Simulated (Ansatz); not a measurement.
**Si3NH9: one species, many methods**

Aim: compute Si3NH9 with functionals from several rungs and with coupled cluster. The yardstick is the atomisation energy at the CCSD(T) limit.

Method: functionals in def2-TZVPP, the program's frozen cores in correlated methods; program: Ansatz 0.2.0, Gaussian basis.

Plan: PBE-D4, r2SCAN-D4, PBE0-D4, B3LYP-D4, ωB97X-V, ωB97M-V, B2PLYP; CCSD(T)/def2-TZVPP; MP2/def2-QZVPP; extrapolation to the limit.

**1. The relaxed structure**

The geometry comes from an earlier relaxation with PBE0-D4 in a triple-zeta def2 set; it is a stationary point, not always the lowest conformer.

SMILES `N[SiH2][SiH2][SiH3]`, 13 atoms, charge 0, spin multiplicity 1.

Atoms are counted from 1 here; the program's logs count them from 0.

Bond lengths: N1–Si2 1.723 Å, N1–H5 1.007 Å, N1–H6 1.008 Å, Si2–Si3 2.340 Å, Si2–H7 1.488 Å, Si2–H8 1.497 Å, Si3–Si4 2.339 Å, Si3–H9 1.493 Å, Si3–H10 1.490 Å, Si4–H11 1.488 Å, Si4–H12 1.488 Å, Si4–H13 1.488 Å. Angles: Si2–N1–H5 119.7°, Si2–N1–H6 119.7°, H5–N1–H6 110.8°, N1–Si2–Si3 109.7°, N1–Si2–H7 107.6°, N1–Si2–H8 115.6°, Si3–Si2–H7 110.1°, Si3–Si2–H8 107.4°, H7–Si2–H8 106.4°, Si2–Si3–Si4 110.3°, Si2–Si3–H9 109.6°, Si2–Si3–H10 110.8°, Si4–Si3–H9 108.7°, Si4–Si3–H10 109.7°, H9–Si3–H10 107.7°, Si3–Si4–H11 110.1°, Si3–Si4–H12 110.0°, Si3–Si4–H13 111.2° and more.

Coordinates:

```xyz
13

N    -1.3113    2.3533   -0.6779
Si   -0.8801    0.6956   -0.8666
Si    0.6905    0.0979    0.7614
Si    1.2105   -2.1760    0.5908
H    -1.5721    2.7008    0.2307
H    -1.8359    2.8179   -1.4023
H    -0.2954    0.5359   -2.2259
H    -2.0111   -0.2817   -0.7762
H     0.1282    0.3594    2.1195
H     1.9331    0.9080    0.6207
H     1.7717   -2.4718   -0.7553
H    -0.0173   -2.9954    0.7782
H     2.2093   -2.5787    1.6175
```

**2. PBE-D4 (GGA)**

Contents of in.yaml:

```yaml
crystal:
  periodic: [false, false, false]
  atoms:
    - {symbol: N, position_ang: [-1.311330, 2.353263, -0.677941]}
    - {symbol: Si, position_ang: [-0.880095, 0.695627, -0.866554]}
    - {symbol: Si, position_ang: [0.690528, 0.097852, 0.761446]}
    - {symbol: Si, position_ang: [1.210497, -2.175974, 0.590824]}
    - {symbol: H, position_ang: [-1.572069, 2.700843, 0.230671]}
    - {symbol: H, position_ang: [-1.835870, 2.817927, -1.402342]}
    - {symbol: H, position_ang: [-0.295359, 0.535869, -2.225910]}
    - {symbol: H, position_ang: [-2.011051, -0.281723, -0.776156]}
    - {symbol: H, position_ang: [0.128207, 0.359428, 2.119468]}
    - {symbol: H, position_ang: [1.933142, 0.908020, 0.620673]}
    - {symbol: H, position_ang: [1.771741, -2.471816, -0.755252]}
    - {symbol: H, position_ang: [-0.017267, -2.995376, 0.778228]}
    - {symbol: H, position_ang: [2.209324, -2.578741, 1.617545]}
basis:
  gaussian: {orbitals: def2-TZVPP}
hamiltonian: {xc: pbe, dispersion: d4}
output: {forces: true, orbitals: {seedname: orbitals}}
```

On the command line:

```bash
ansatz run in.yaml --threads 4 --pin off --events-out ev --progress --plain --max-ram 10444MiB
```

After this run come: r2SCAN-D4 (meta-GGA); PBE0-D4 (hybrid); B3LYP-D4 (hybrid); ωB97X-V (range-separated); ωB97M-V (range-separated); B2PLYP (double hybrid); CCSD(T) in def2-TZVPP; MP2 in def2-QZVPP.

Q: Predict the results of all the runs planned. Wanted: atomisation energy, CCSD(T)/CBS; farthest; mean size of error, hybrid; mean size of error, range-separated; gap, smallest and largest; T1 diagnostic; triples share of the correlation energy.

The runs gave:

```
                               quantity                                 value
        atomisation energy, CCSD(T)/CBS                        942.2 kcal/mol
functionals within 4.7 kcal/mol (0.5 %)                     B3LYP-D4, ωB97M-V
                               farthest               B2PLYP (-15.8 kcal/mol)
             mean size of error, hybrid                          6.3 kcal/mol
    mean size of error, range-separated                          4.6 kcal/mol
              gap, smallest and largest  4.82 eV (PBE-D4), 11.26 eV (ωB97X-V)
                          T1 diagnostic                                0.0124
triples share of the correlation energy                                 3.4 %
```

PBE-D4 is off by -8.0 kcal/mol. Double hybrids carry the basis error of their MP2 part in triple zeta, and no dispersion term here, so their miss is partly the set-up's. Misses under about 4.7 kcal/mol are within the doubt on the reference itself, which lacks core-valence correlation, relativity and higher excitations. Hartree-Fock recovers 74 % of the binding; the rest is correlation. Orbital gaps span 4.8 to 11.3 eV; exact exchange widens them.
